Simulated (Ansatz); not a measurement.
**C₂H₆F₂Sn: a ladder of functionals and wavefunction methods**

Aim: compute C₂H₆F₂Sn with functionals from several rungs and with coupled cluster. The yardstick is the atomisation energy at the CCSD(T) limit.

Method: functionals in def2-TZVPP, the program's frozen cores in correlated methods; program: Ansatz 0.2.0, Gaussian basis.

Plan: LDA (SPW92), PBE-D4, revPBE-D4, BLYP-D4, r2SCAN-D4, B97M-V, PBE0-D4, B3LYP-D4, r2SCANh-D4, r2SCAN0-D4, HSE06-D4, BHLYP-D4, CAM-B3LYP-D4, LC-ωPBE, ωB97X-V, ωB97M-V, B2PLYP, PBE-QIDH; CCSD(T)/def2-SVP; CCSD(T)/def2-TZVPP; MP2/def2-QZVPP; extrapolation to the limit; RPA on PBE.

### 1 The relaxed structure

The geometry comes from an earlier relaxation with PBE0-D4 in a triple-zeta def2 set; it is a stationary point, not always the lowest conformer. Sn takes the def2 core potential; no spin-orbit term is included.

SMILES `C[CH2][SnH]([F])[F]`, 11 atoms, charge 0, spin multiplicity 1.

Atoms are counted from 1 here; the program's logs count them from 0.

Bond lengths: C1–C2 1.523 Å, C1–H6 1.092 Å, C1–H7 1.093 Å, C1–H8 1.092 Å, C2–Sn3 2.125 Å, C2–H9 1.092 Å, C2–H10 1.092 Å, Sn3–F4 1.919 Å, Sn3–F5 1.919 Å, Sn3–H11 1.699 Å. Angles: C2–C1–H6 111.6°, C2–C1–H7 110.4°, C2–C1–H8 111.6°, H6–C1–H7 107.7°, H6–C1–H8 107.7°, H7–C1–H8 107.7°, C1–C2–Sn3 111.2°, C1–C2–H9 111.9°, C1–C2–H10 111.9°, Sn3–C2–H9 107.1°, Sn3–C2–H10 107.1°, H9–C2–H10 107.4°, C2–Sn3–F4 105.9°, C2–Sn3–F5 106.0°, C2–Sn3–H11 127.7°, F4–Sn3–F5 102.6°, F4–Sn3–H11 106.0°, F5–Sn3–H11 106.0°.

### 2 LDA

This LDA is Slater exchange with PW92 correlation.

The input, in.yaml:

```yaml
crystal:
  periodic: [false, false, false]
  atoms:
    - {symbol: C, position_ang: [-1.418605, 0.346049, 0.127903]}
    - {symbol: C, position_ang: [-0.418330, -0.772153, -0.133204]}
    - {symbol: Sn, position_ang: [1.578511, -0.047848, -0.068844]}
    - {symbol: F, position_ang: [1.649064, 1.414054, -1.310276]}
    - {symbol: F, position_ang: [1.765889, 0.832443, 1.626214]}
    - {symbol: H, position_ang: [-1.336475, 1.139689, -0.617039]}
    - {symbol: H, position_ang: [-2.440447, -0.040680, 0.091529]}
    - {symbol: H, position_ang: [-1.268367, 0.797239, 1.110452]}
    - {symbol: H, position_ang: [-0.494983, -1.569115, 0.610083]}
    - {symbol: H, position_ang: [-0.563296, -1.227165, -1.115774]}
    - {symbol: H, position_ang: [3.012541, -0.929511, -0.300444]}
basis:
  gaussian: {orbitals: def2-TZVPP}
hamiltonian: {xc: lda}
output: {orbitals: {seedname: orbitals}}
```

The runs that follow: PBE-D4 (GGA); revPBE-D4 (GGA); BLYP-D4 (GGA); r2SCAN-D4 (meta-GGA); B97M-V (meta-GGA); PBE0-D4 (hybrid); B3LYP-D4 (hybrid); r2SCANh-D4 (hybrid); r2SCAN0-D4 (hybrid); HSE06-D4 (hybrid); BHLYP-D4 (hybrid); CAM-B3LYP-D4 (range-separated); LC-ωPBE-D4 (range-separated); ωB97X-V (range-separated); ωB97M-V (range-separated); B2PLYP (double hybrid); PBE-QIDH (double hybrid); CCSD(T) in def2-SVP; CCSD(T) in def2-TZVPP; MP2 in def2-QZVPP; RPA on PBE orbitals.

**Question.** What will the summary of the whole plan be? Wanted: atomisation energy, CCSD(T)/CBS; farthest beyond LDA; mean size of error, GGA; mean size of error, meta-GGA; mean size of error, hybrid; mean size of error, range-separated; mean size of error, double hybrid; gap, smallest and largest; T1 diagnostic.

**Answer**, as computed:

| quantity | value |
| --- | --- |
| atomisation energy, CCSD(T)/CBS | 944.7 kcal/mol |
| functionals within 9.4 kcal/mol (1.0 %) | PBE-D4, r2SCAN-D4, B97M-V, CAM-B3LYP-D4, LC-ωPBE, ωB97X-V, ωB97M-V |
| farthest beyond LDA | BHLYP-D4 (-38.5 kcal/mol) |
| mean size of error, GGA | 11.4 kcal/mol |
| mean size of error, meta-GGA | 3.2 kcal/mol |
| mean size of error, hybrid | 17.8 kcal/mol |
| mean size of error, range-separated | 5.1 kcal/mol |
| mean size of error, double hybrid | 17.0 kcal/mol |
| gap, smallest and largest | 5.63 eV (LDA (SPW92)), 12.98 eV (LC-ωPBE) |
| T1 diagnostic | 0.0131 |
| triples share of the correlation energy | 3.1 % |

In words: The LDA atomisation energy is off by 126.9 kcal/mol (13 %): it overbinds. PBE-D4 misses by +7.8 kcal/mol. Double hybrids carry the basis error of their MP2 part in triple zeta, and no dispersion term here, so their miss is partly the set-up's. The rungs meta-GGA, range-separated miss on average by less than the doubt on the reference (9.4 kcal/mol), so they tie. The reference freezes the cores and leaves out spin-orbit coupling and excitations past (T), and its outer-core shells are covered unevenly, so misses under about 9.4 kcal/mol can't be ranked. All levels share the lack of spin-orbit coupling, which lowers the free heavy atoms and so the true binding. Hartree-Fock recovers 73 % of the binding; the rest is correlation. CCSD(T) in def2-SVP is off by -60.1 kcal/mol, more than most functionals: a good method in a small basis is no reference. Orbital gaps span 5.6 to 13.0 eV; exact exchange widens them. Correlated methods include outer-core shells of Sn, which these sets cover unevenly.
